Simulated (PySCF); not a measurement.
# C₈H₉F: reorganisation energies

Programs: PySCF 2.14.0, with routines of our own; each step states its level. All values are computed. Atoms count from 0.

## Step 1: The starting structure

18 atoms, charge 0, multiplicity 1; geometry from: GFN2-xTB.

## Step 2: Relaxing the molecule at PBE/def2-SV(P)

Job settings and geometry (Å):

```
{"job": {"xc": "PBE", "basis": "def2-SV(P)", "grid": 1, "kind": "geom"}, "charge": 0, "multiplicity": 1}
C     -3.694414    -0.313097    -0.939235
C     -2.822776    -0.299142     0.050117
C     -1.841183     0.809894     0.293188
C     -0.443583     0.276214     0.287047
C      0.514771     0.671039    -0.548292
F      0.270399     1.644125    -1.467184
C      1.832313     0.164226    -0.574609
C      2.968257    -0.226562    -0.648184
C      4.319554    -0.727831    -0.696553
H     -3.759622     0.495659    -1.648544
H     -4.382859    -1.128745    -1.082122
H     -2.770496    -1.122863     0.750632
H     -1.954439     1.585915    -0.464586
H     -2.045025     1.248410     1.277326
H     -0.203473    -0.500286     0.997852
H      4.738601    -0.766616     0.308736
H      4.330701    -1.730608    -1.123525
H      4.934515    -0.073413    -1.313240
```

Command:

```bash
$ OMP_NUM_THREADS=1 python excited_run.py task.json out
```

The driver reads the jobs from task.json and runs them one after another.

Q: Estimate the wall time and peak memory of this first job on 1 thread of Arm Neoverse N1, shared host.

About 93 s, with a peak of 0.59 GiB.
